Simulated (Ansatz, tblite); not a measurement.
# [Co(PH3)Cl5]2- (Cl5CoH3P (-2)): spin states and exact exchange, part 2 of 3

Is the singlet the ground state of [Co(PH3)Cl5]2- (Cl5CoH3P (-2))? Other spin states are computed and compared level by level.

Ansatz 0.2.0, Gaussian basis; as each input shows. Earlier steps stand in the parts before.

**11. Triplet, HF/STO-3G**

in.yaml reads:

```yaml
crystal:
  periodic: [false, false, false]
  atoms:
    - {symbol: Co, position_ang: [0.105284, 0.102983, -1.047591]}
    - {symbol: P, position_ang: [-0.115149, -0.114121, 1.180751]}
    - {symbol: H, position_ang: [1.119005, -0.453021, 1.795349]}
    - {symbol: H, position_ang: [-1.019437, -0.978105, 1.823976]}
    - {symbol: H, position_ang: [-0.398358, 1.134191, 1.795692]}
    - {symbol: Cl, position_ang: [-0.081497, -0.081564, -3.327672]}
    - {symbol: Cl, position_ang: [2.505793, 0.048279, -0.724914]}
    - {symbol: Cl, position_ang: [-2.347642, 0.187701, -0.380059]}
    - {symbol: Cl, position_ang: [0.134502, 2.505236, -0.735181]}
    - {symbol: Cl, position_ang: [0.097509, -2.351577, -0.380352]}
basis:
  gaussian: {orbitals: STO-3G, initial_orbitals: start.molden}
total_charge: -2
magnetization: {spin_polarized: true, initial_magnetization: 2}
hamiltonian: {xc: hf}
scf: {omitted_lower_state_checks: [starts]}
output: {orbitals: {seedname: orbitals}}
```

Launch:

```bash
ansatz run in.yaml --threads 4 --pin off --events-out ev --progress --plain --max-ram 8704MiB
```

Log (excerpt; [...] marks lines left out):

```text
Functional definition: HF
  name "HF"
  cite "Fock, Z. Phys. 61, 126 (1930) doi:10.1007/BF01340294"
  parent pbe
[...]
796 factors; integrals over basis functions are off by at most 3.2e-4 eV
[...]
mean field -108248.07070024 eV, -3978.0432250564 hartree, gradient 8.3e-6 eV, S^2 2.898610; 0 other end points of the search recorded, 0 dependent functions left out
reference -108248.07070024 eV, -3978.0432250564 hartree; 67, 65 occupied and 8, 10 virtual orbitals, 796 factors
Total energy: -108248.07070024 eV, -3978.0432250564 hartree
Checks for a lower state left out: starts
```

Run time: 6 s. Hardware: 4 threads of Arm Neoverse N1, shared host.

HOMO 1.25 eV, LUMO 17.39 eV (over both spins); ⟨S²⟩ 2.899 (pure: 2.00). Doubts: spin contamination, highest occupied level lies above zero.

**12. Triplet, MP2/def2-TZVPD**

in.yaml: that of step 11 with these lines changed.

```diff
@@ -14,6 +14,6 @@
 basis:
-  gaussian: {orbitals: STO-3G, initial_orbitals: start.molden}
+  gaussian: {orbitals: def2-TZVPD, initial_orbitals: start.molden}
 total_charge: -2
 magnetization: {spin_polarized: true, initial_magnetization: 2}
-hamiltonian: {xc: hf}
+correlation: {method: mp2}
 scf: {omitted_lower_state_checks: [starts]}
```

Launched as before.

Log (excerpt; [...] marks lines left out):

```text
Functional definition: HF
  name "HF"
  cite "Fock, Z. Phys. 61, 126 (1930) doi:10.1007/BF01340294"
  parent pbe
[...]
2270 factors; integrals over basis functions are off by at most 8.7e-4 eV
[...]
mean field -109433.85654179 eV, -4021.6200509786 hartree, gradient 2.2e-6 eV, S^2 2.858557; 0 other end points of the search recorded, 0 dependent functions left out
35 core orbitals not correlated: weight in the atoms' cores, before any rotation towards them, 1.000 or more for the frozen orbitals, at most 0.000 for the correlated occupied ones
reference -109433.85654179 eV, -4021.6200509786 hartree; 32, 30 occupied and 281, 283 virtual orbitals, 2270 factors
second order -45.16959498 eV of doubles, -0.00000000 eV of singles
Total energy: -109479.02613677 eV, -4023.2800029770 hartree
Checks for a lower state left out: starts
```

Run time: 1.8 min. Hardware: 4 threads of Arm Neoverse N1, shared host; peak memory 2.3 GiB.

From the report: Hartree-Fock HOMO -2.54 eV, LUMO 5.09 eV (over both spins); ⟨S²⟩ 2.859 (pure: 2.00). Doubts: spin contamination.

**13. Triplet less singlet**

The singlet's energies are those of its earlier runs, whose logs aren't repeated here.

| level | triplet less singlet (kcal/mol) | time |
| --- | --- | --- |
| GFN1-xTB | +24.5 | 0.081 s |
| GFN2-xTB | +19.8 | 0.043 s |
| HF/STO-3G† | -65.8 | 7.6 s |
| HF/def2-TZVPD† | -61.2 |  |
| PBE-D4/def2-TZVPD | +10.0 | 89 s |
| BLYP-D4/def2-TZVPD | +9.7 | 97 s |
| r2SCAN-D4/def2-TZVPD | +5.5 | 3.9 min |
| CAM-B3LYP-D4/def2-TZVPD† | +1.9 | 4.5 min |
| B2PLYP/def2-TZVPD† | +16.5 | 4.8 min |
| MP2/def2-TZVPD† | +1.8 | 2.7 min |

Times add the two runs; a level without a time comes out of a correlated run. † marks a level with a doubtful state (flagged, unstable, out of aufbau order, or strongly spin-contaminated); such levels are left out of the summary. Tight binding without a spin term can't rank spin states.

**14. Relaxing the quintet**

in.yaml reads:

```yaml
crystal:
  periodic: [false, false, false]
  atoms:
    - {symbol: Co, position_ang: [0.020153, 0.043620, -0.926637]}
    - {symbol: P, position_ang: [-0.017440, -0.036162, 1.259608]}
    - {symbol: H, position_ang: [1.143866, -0.511864, 1.922421]}
    - {symbol: H, position_ang: [-1.008152, -0.839032, 1.872687]}
    - {symbol: H, position_ang: [-0.214155, 1.181174, 1.969543]}
    - {symbol: Cl, position_ang: [-0.023499, -0.041067, -3.216405]}
    - {symbol: Cl, position_ang: [2.320901, 0.056047, -0.775175]}
    - {symbol: Cl, position_ang: [-2.286697, 0.073996, -0.674700]}
    - {symbol: Cl, position_ang: [0.034263, 2.339583, -0.814670]}
    - {symbol: Cl, position_ang: [0.030770, -2.266293, -0.616671]}
basis:
  gaussian: {orbitals: def2-SVPD}
total_charge: -2
magnetization: {spin_polarized: true, initial_magnetization: 4}
hamiltonian: {xc: pbe0, dispersion: d4}
scf: {lower_state_search: "off"}
output: {orbitals: {seedname: orbitals}}
relax: {f_tol: 0.02, max_steps: 100}
```

Launched as before.

Log:

```text
Functional definition: PBE0
  name "PBE0"
  cite "Adamo & Barone, J. Chem. Phys. 110, 6158 (1999) doi:10.1063/1.478522"
  cite "Perdew, Burke & Ernzerhof, Phys. Rev. Lett. 77, 3865 (1996) doi:10.1103/PhysRevLett.77.3865"
  parent pbe
  parameter a = 0.25
  parameter kappa = 0.804
  parameter beta = 0.06672455060314922
  exchange = (1 - a)*pbe_x(kappa = kappa, mu = beta*pi^2/3) + a*exact_x
  correlation = pbe_c(beta = beta)
these checks for a lower state are left out or cut short: stability, starts, cluster_reference, orbital_swaps, neighbouring_geometries, increment
2169 factors; integrals over basis functions are off by at most 3.8e-4 eV
mean field evaluation 1: about -109456.3319 eV, gradient 1.4e2 eV
mean field evaluation 2: about -109059.0160 eV, gradient 3.1e2 eV
mean field evaluation 4: about -109492.3702 eV, gradient 8.1e1 eV
mean field evaluation 8: about -109526.9712 eV, gradient 7.3e0 eV
mean field evaluation 16: about -109527.3311 eV, gradient 5.3e-2 eV
mean field evaluation 32: about -109527.3411 eV, gradient 2.7e-3 eV
mean field -109527.34105974 eV, -4025.0555436473 hartree, gradient 3.5e-6 eV, S^2 6.014135; 0 other end points of the search recorded, 0 dependent functions left out
the calculation of the forces begins
reference -109527.34109706 eV, -4025.0555450186 hartree; 68, 64 occupied and 149, 153 virtual orbitals, 2169 factors
relax step   1: F+E_penalty+E_count = -109527.89870796 eV  Δ(F+E_penalty+E_count) = +0.000e0 eV  max|allowed force component| = 3.081e0 eV/Å  Δτ_max = 0.0000 Å  (98 SCF iters, accepted)
these checks for a lower state are left out or cut short: stability, starts, cluster_reference, orbital_swaps, neighbouring_geometries, increment
2169 factors; integrals over basis functions are off by at most 3.8e-4 eV
mean field -109527.93936687 eV, -4025.0775310287 hartree, gradient 7.1e-6 eV, S^2 6.012948; 0 other end points of the search recorded, 0 dependent functions left out
the calculation of the forces begins
reference -109527.93940458 eV, -4025.0775324146 hartree; 68, 64 occupied and 149, 153 virtual orbitals, 2169 factors
relax step   2: F+E_penalty+E_count = -109528.47061253 eV  Δ(F+E_penalty+E_count) = -5.719e-1 eV  max|allowed force component| = 1.463e0 eV/Å  Δτ_max = 0.1841 Å  (56 SCF iters, accepted)
these checks for a lower state are left out or cut short: stability, starts, cluster_reference, orbital_swaps, neighbouring_geometries, increment
2169 factors; integrals over basis functions are off by at most 3.8e-4 eV
mean field -109528.04643099 eV, -4025.0814655624 hartree, gradient 4.3e-6 eV, S^2 6.012332; 0 other end points of the search recorded, 0 dependent functions left out
the calculation of the forces begins
reference -109528.04646915 eV, -4025.0814669649 hartree; 68, 64 occupied and 149, 153 virtual orbitals, 2169 factors
relax step   3: F+E_penalty+E_count = -109528.56867159 eV  Δ(F+E_penalty+E_count) = -9.806e-2 eV  max|allowed force component| = 2.717e-1 eV/Å  Δτ_max = 0.1024 Å  (56 SCF iters, accepted)
these checks for a lower state are left out or cut short: stability, starts, cluster_reference, orbital_swaps, neighbouring_geometries, increment
2169 factors; integrals over basis functions are off by at most 4.1e-4 eV
mean field evaluation 64: about -109528.0523 eV, gradient 4.8e-2 eV
mean field -109528.05238662 eV, -4025.0816844279 hartree, gradient 3.1e-6 eV, S^2 6.012237; 0 other end points of the search recorded, 0 dependent functions left out
the calculation of the forces begins
reference -109528.05242483 eV, -4025.0816858322 hartree; 68, 64 occupied and 149, 153 virtual orbitals, 2169 factors
relax step   4: F+E_penalty+E_count = -109528.57293283 eV  Δ(F+E_penalty+E_count) = -4.261e-3 eV  max|allowed force component| = 2.400e-1 eV/Å  Δτ_max = 0.2000 Å  (50 SCF iters, accepted)
these checks for a lower state are left out or cut short: stability, starts, cluster_reference, orbital_swaps, neighbouring_geometries, increment
2169 factors; integrals over basis functions are off by at most 4.1e-4 eV
mean field -109528.06040416 eV, -4025.0819790670 hartree, gradient 2.4e-6 eV, S^2 6.012359; 0 other end points of the search recorded, 0 dependent functions left out
the calculation of the forces begins
reference -109528.06044241 eV, -4025.0819804728 hartree; 68, 64 occupied and 149, 153 virtual orbitals, 2169 factors
relax step   5: F+E_penalty+E_count = -109528.58186189 eV  Δ(F+E_penalty+E_count) = -8.929e-3 eV  max|allowed force component| = 8.583e-2 eV/Å  Δτ_max = 0.1226 Å  (52 SCF iters, accepted)
these checks for a lower state are left out or cut short: stability, starts, cluster_reference, orbital_swaps, neighbouring_geometries, increment
2169 factors; integrals over basis functions are off by at most 4.2e-4 eV
mean field -109528.06214456 eV, -4025.0820430255 hartree, gradient 1.6e-6 eV, S^2 6.012435; 0 other end points of the search recorded, 0 dependent functions left out
the calculation of the forces begins
reference -109528.06218283 eV, -4025.0820444319 hartree; 68, 64 occupied and 149, 153 virtual orbitals, 2169 factors
relax step   6: F+E_penalty+E_count = -109528.58423011 eV  Δ(F+E_penalty+E_count) = -2.368e-3 eV  max|allowed force component| = 3.289e-2 eV/Å  Δτ_max = 0.0272 Å  (49 SCF iters, accepted)
these checks for a lower state are left out or cut short: stability, starts, cluster_reference, orbital_swaps, neighbouring_geometries, increment
2169 factors; integrals over basis functions are off by at most 4.2e-4 eV
mean field evaluation 96: about -109528.0621 eV, gradient 1.2e-3 eV
mean field -109528.06213527 eV, -4025.0820426842 hartree, gradient 3.0e-6 eV, S^2 6.012435; 0 other end points of the search recorded, 0 dependent functions left out
the calculation of the forces begins
reference -109528.06217354 eV, -4025.0820440904 hartree; 68, 64 occupied and 149, 153 virtual orbitals, 2169 factors
relax step   7: F+E_penalty+E_count = -109528.58441187 eV  Δ(F+E_penalty+E_count) = -1.818e-4 eV  max|allowed force component| = 1.227e-2 eV/Å  Δτ_max = 0.0097 Å  (49 SCF iters, accepted)
Total energy: -109528.58445013 eV, -4025.1012374014 hartree
Atom 0 at     0.043625     0.111753    -1.145116 Å, force     0.004321     0.010875     0.001795 eV/Å
Atom 1 at    -0.031032    -0.075011     1.306113 Å, force     0.007129     0.012266     0.001294 eV/Å
Atom 2 at     1.115850    -0.578585     1.977264 Å, force    -0.002762    -0.004181     0.000840 eV/Å
Atom 3 at    -1.036891    -0.866612     1.909033 Å, force    -0.000380    -0.001305     0.000023 eV/Å
Atom 4 at    -0.208742     1.126002     2.059043 Å, force    -0.002301    -0.003186     0.001700 eV/Å
Atom 5 at    -0.069483    -0.164255    -3.405519 Å, force    -0.001101    -0.003838    -0.004163 eV/Å
Atom 6 at     2.431864     0.142661    -0.739769 Å, force     0.003374    -0.004464     0.000037 eV/Å
Atom 7 at    -2.371573     0.154520    -0.611893 Å, force    -0.004430    -0.002107     0.000158 eV/Å
Atom 8 at     0.052613     2.486986    -0.829464 Å, force    -0.003477     0.003111    -0.000229 eV/Å
Atom 9 at     0.073780    -2.337456    -0.519691 Å, force    -0.000374    -0.007171    -0.001455 eV/Å
Dipole moment:    -0.021300    -0.050379     0.878177 e Å
Checks for a lower state left out: stability, starts, cluster_reference, orbital_swaps, neighbouring_geometries, increment
```

Run time: 4.4 min. Hardware: 4 threads of Arm Neoverse N1, shared host; peak memory 1.5 GiB.

Along the way:

| step | energy from step 1 (eV) | largest force component (eV/Å) |
| --- | --- | --- |
| 1 | 0.0000 | 3.0808 |
| 2 | -0.5719 | 1.4629 |
| 3 | -0.6700 | 0.2717 |
| 4 | -0.6742 | 0.2400 |
| 5 | -0.6832 | 0.0858 |
| 6 | -0.6855 | 0.0329 |
| 7 | -0.6857 | 0.0123 |

Close pairs (by a distance rule), those that changed most:

| bond | before (Å) | after (Å) | change (Å) |
| --- | --- | --- | --- |
| Co1–P2 | 2.188 | 2.459 | +0.271 |
| Co1–Cl10 | 2.331 | 2.528 | +0.197 |
| Co1–Cl8 | 2.321 | 2.474 | +0.153 |
| Co1–Cl7 | 2.306 | 2.423 | +0.117 |
| Co1–Cl9 | 2.299 | 2.396 | +0.097 |
| Co1–Cl6 | 2.292 | 2.280 | -0.012 |
| P2–H5 | 1.423 | 1.429 | +0.006 |
| P2–H3 | 1.419 | 1.421 | +0.002 |

**15. Quintet, first pass, PBE-D4/def2-SVP**

in.yaml reads:

```yaml
crystal:
  periodic: [false, false, false]
  atoms:
    - {symbol: Co, position_ang: [0.043625, 0.111753, -1.145116]}
    - {symbol: P, position_ang: [-0.031032, -0.075011, 1.306113]}
    - {symbol: H, position_ang: [1.115850, -0.578585, 1.977264]}
    - {symbol: H, position_ang: [-1.036891, -0.866612, 1.909033]}
    - {symbol: H, position_ang: [-0.208742, 1.126002, 2.059043]}
    - {symbol: Cl, position_ang: [-0.069483, -0.164255, -3.405519]}
    - {symbol: Cl, position_ang: [2.431864, 0.142661, -0.739769]}
    - {symbol: Cl, position_ang: [-2.371573, 0.154520, -0.611893]}
    - {symbol: Cl, position_ang: [0.052613, 2.486986, -0.829464]}
    - {symbol: Cl, position_ang: [0.073780, -2.337456, -0.519691]}
basis:
  gaussian: {orbitals: def2-SVP, initial_orbitals: start.molden}
total_charge: -2
magnetization: {spin_polarized: true, initial_magnetization: 4}
hamiltonian: {xc: pbe, dispersion: d4}
output: {orbitals: {seedname: orbitals}}
```

Launched as before.

Log (excerpt; [...] marks lines left out):

```text
Functional definition: PBE
  name "PBE"
  cite "Perdew, Burke & Ernzerhof, Phys. Rev. Lett. 77, 3865 (1996) doi:10.1103/PhysRevLett.77.3865"
  parent pbe
[...]
1742 factors; their error is unknown
[...]
mean field -109519.06669930 eV, -4024.7514665096 hartree, gradient 6.1e-6 eV, S^2 6.003500; 11 other end points of the search recorded, 0 dependent functions left out
reference -109519.06675841 eV, -4024.7514686820 hartree; 68, 64 occupied and 86, 90 virtual orbitals, 1742 factors
Total energy: -109519.66213051 eV, -4024.7733482028 hartree
```

Wall time 67 s (4 threads of Arm Neoverse N1, shared host); peak memory 0.57 GiB.

HOMO 3.22 eV, LUMO 3.50 eV (over both spins); ⟨S²⟩ 6.004 (pure: 6.00). Doubts: highest occupied level lies above zero.

**16. Quintet, GFN1-xTB**

Tight binding, by tblite at 300 K electronic temperature and without a spin-polarisation term:

```python
tblite.interface.Calculator('GFN1-xTB', numbers, positions, charge=-2, uhf=4).singlepoint()
```

Energy -803.8110 eV; 0.026 s.

**17. Quintet, GFN2-xTB**

Tight binding, by tblite at 300 K electronic temperature and without a spin-polarisation term:

```python
tblite.interface.Calculator('GFN2-xTB', numbers, positions, charge=-2, uhf=4).singlepoint()
```

Energy -842.3238 eV; 0.026 s.

**18. Quintet, PBE-D4/def2-TZVPD**

in.yaml: that of step 15 with these lines changed.

```diff
@@ -14,3 +14,3 @@
 basis:
-  gaussian: {orbitals: def2-SVP, initial_orbitals: start.molden}
+  gaussian: {orbitals: def2-TZVPD, initial_orbitals: start.molden}
 total_charge: -2
@@ -18,2 +18,3 @@
 hamiltonian: {xc: pbe, dispersion: d4}
+scf: {omitted_lower_state_checks: [starts]}
 output: {orbitals: {seedname: orbitals}}
```

The command is unchanged.

Log (excerpt; [...] marks lines left out):

```text
Functional definition: PBE
  name "PBE"
  cite "Perdew, Burke & Ernzerhof, Phys. Rev. Lett. 77, 3865 (1996) doi:10.1103/PhysRevLett.77.3865"
  parent pbe
[...]
2291 factors; their error is unknown
[...]
mean field -109551.02686883 eV, -4025.9259810766 hartree, gradient 4.5e-6 eV, S^2 6.007187; 0 other end points of the search recorded, 0 dependent functions left out
reference -109551.02693032 eV, -4025.9259833361 hartree; 68, 64 occupied and 280, 284 virtual orbitals, 2291 factors
Total energy: -109551.62230241 eV, -4025.9478628569 hartree
Checks for a lower state left out: starts
```

Wall time 77 s (4 threads of Arm Neoverse N1, shared host); peak memory 2.2 GiB.

Report: HOMO 1.85 eV, LUMO 2.19 eV (over both spins); ⟨S²⟩ 6.007 (pure: 6.00). Doubts: highest occupied level lies above zero.

**19. Quintet, r2SCAN-D4/def2-TZVPD**

in.yaml: that of step 18 with these lines changed.

```diff
@@ -17,3 +17,3 @@
 magnetization: {spin_polarized: true, initial_magnetization: 4}
-hamiltonian: {xc: pbe, dispersion: d4}
+hamiltonian: {xc: r2scan, dispersion: d4}
 scf: {omitted_lower_state_checks: [starts]}
```

Launched as before.

Log (excerpt; [...] marks lines left out):

```text
Functional definition: r2SCAN
  name "r2SCAN"
  cite "Furness, Kaplan, Ning, Perdew & Sun, J. Phys. Chem. Lett. 11, 8208 (2020) doi:10.1021/acs.jpclett.0c02405"
  cite "Furness, Kaplan, Ning, Perdew & Sun, J. Phys. Chem. Lett. 11, 9248 (2020) doi:10.1021/acs.jpclett.0c03077"
  parent r2scan
[...]
2291 factors; their error is unknown
[...]
mean field -109582.48114594 eV, -4027.0819044398 hartree, gradient 7.4e-6 eV, S^2 6.010915; 0 other end points of the search recorded, 0 dependent functions left out
reference -109582.48120287 eV, -4027.0819065320 hartree; 68, 64 occupied and 280, 284 virtual orbitals, 2291 factors
Total energy: -109582.63119045 eV, -4027.0874184739 hartree
Checks for a lower state left out: starts
```

It took 3.4 min on 4 threads of Arm Neoverse N1, shared host; peak memory 2.3 GiB.

Report: HOMO 1.42 eV, LUMO 2.33 eV (over both spins); ⟨S²⟩ 6.011 (pure: 6.00). Doubts: highest occupied level lies above zero.

**20. Quintet, CAM-B3LYP-D4/def2-TZVPD**

in.yaml: that of step 19 with these lines changed.

```diff
@@ -17,3 +17,3 @@
 magnetization: {spin_polarized: true, initial_magnetization: 4}
-hamiltonian: {xc: r2scan, dispersion: d4}
+hamiltonian: {xc: {name: CAM-B3LYP}, dispersion: d4}
 scf: {omitted_lower_state_checks: [starts]}
```

The command is unchanged.

Log (excerpt; [...] marks lines left out):

```text
Functional definition: CAM-B3LYP
  name "CAM-B3LYP"
  cite "Yanai, Tew & Handy, Chem. Phys. Lett. 393, 51 (2004) doi:10.1016/j.cplett.2004.06.011"
  cite "Iikura, Tsuneda, Yanai & Hirao, J. Chem. Phys. 115, 3540 (2001) doi:10.1063/1.1383587"
  cite "Becke, Phys. Rev. A 38, 3098 (1988) doi:10.1103/PhysRevA.38.3098"
  cite "Lee, Yang & Parr, Phys. Rev. B 37, 785 (1988) doi:10.1103/PhysRevB.37.785"
[...]
2271 factors; integrals over basis functions are off by at most 8.8e-4 eV
606 factors; integrals over basis functions are off by at most 4.1e-5 eV
[...]
mean field -109591.14006949 eV, -4027.4001140111 hartree, gradient 5.9e-6 eV, S^2 6.014790; 0 other end points of the search recorded, 0 dependent functions left out
reference -109591.14022201 eV, -4027.4001196162 hartree; 68, 64 occupied and 280, 284 virtual orbitals, 2271 factors
Total energy: -109591.68967685 eV, -4027.4203117091 hartree
Checks for a lower state left out: starts
```

Run time: 3.5 min. Hardware: 4 threads of Arm Neoverse N1, shared host; peak memory 3.1 GiB.

Report: HOMO -1.00 eV, LUMO 4.20 eV (over both spins); ⟨S²⟩ 6.015 (pure: 6.00).

**21. Quintet, BLYP-D4/def2-TZVPD**

in.yaml: that of step 20 with these lines changed.

```diff
@@ -17,3 +17,3 @@
 magnetization: {spin_polarized: true, initial_magnetization: 4}
-hamiltonian: {xc: {name: CAM-B3LYP}, dispersion: d4}
+hamiltonian: {xc: {name: BLYP}, dispersion: d4}
 scf: {omitted_lower_state_checks: [starts]}
```

Launched as before.

Log (excerpt; [...] marks lines left out):

```text
Functional definition: BLYP
  name "BLYP"
  cite "Becke, Phys. Rev. A 38, 3098 (1988) doi:10.1103/PhysRevA.38.3098"
  cite "Lee, Yang & Parr, Phys. Rev. B 37, 785 (1988) doi:10.1103/PhysRevB.37.785"
[...]
2291 factors; their error is unknown
[...]
mean field -109588.70940524 eV, -4027.3107887473 hartree, gradient 2.6e-6 eV, S^2 6.006983; 0 other end points of the search recorded, 0 dependent functions left out
reference -109588.70979948 eV, -4027.3108032353 hartree; 68, 64 occupied and 280, 284 virtual orbitals, 2291 factors
Total energy: -109589.95311596 eV, -4027.3564942733 hartree
Checks for a lower state left out: starts
```

Wall time 82 s (4 threads of Arm Neoverse N1, shared host); peak memory 2.2 GiB.

HOMO 1.96 eV, LUMO 2.27 eV (over both spins); ⟨S²⟩ 6.007 (pure: 6.00). Doubts: highest occupied level lies above zero.

**22. Quintet, B2PLYP/def2-TZVPD**

in.yaml: that of step 21 with these lines changed.

```diff
@@ -17,4 +17,3 @@
 magnetization: {spin_polarized: true, initial_magnetization: 4}
-hamiltonian: {xc: {name: BLYP}, dispersion: d4}
+hamiltonian: {xc: {name: B2PLYP}}
 scf: {omitted_lower_state_checks: [starts]}
-output: {orbitals: {seedname: orbitals}}
```

The command is unchanged.

Log (excerpt; [...] marks lines left out):

```text
Functional definition: B2PLYP
  name "B2PLYP"
  cite "Grimme, J. Chem. Phys. 124, 034108 (2006) doi:10.1063/1.2148954"
  cite "Becke, Phys. Rev. A 38, 3098 (1988) doi:10.1103/PhysRevA.38.3098"
  cite "Lee, Yang & Parr, Phys. Rev. B 37, 785 (1988) doi:10.1103/PhysRevB.37.785"
[...]
2271 factors; integrals over basis functions are off by at most 8.8e-4 eV
[...]
mean field -109544.37212420 eV, -4025.6814237220 hartree, gradient 1.8e-6 eV, S^2 6.020243; 0 other end points of the search recorded, 0 dependent functions left out
35 core orbitals not correlated: weight in the atoms' cores, before any rotation towards them, 1.000 or more for the frozen orbitals, at most 0.000 for the correlated occupied ones
reference -109544.37232201 eV, -4025.6814309915 hartree; 33, 29 occupied and 280, 284 virtual orbitals, 2271 factors
second order -56.75130400 eV of doubles, -0.00000000 eV of singles
Total energy: -109559.69517409 eV, -4026.2445354192 hartree
Checks for a lower state left out: starts
```

It took 3.4 min on 4 threads of Arm Neoverse N1, shared host; peak memory 2.5 GiB.

From the report: ⟨S²⟩ 6.020 (pure: 6.00).

(Continued in part 3 of 3.)
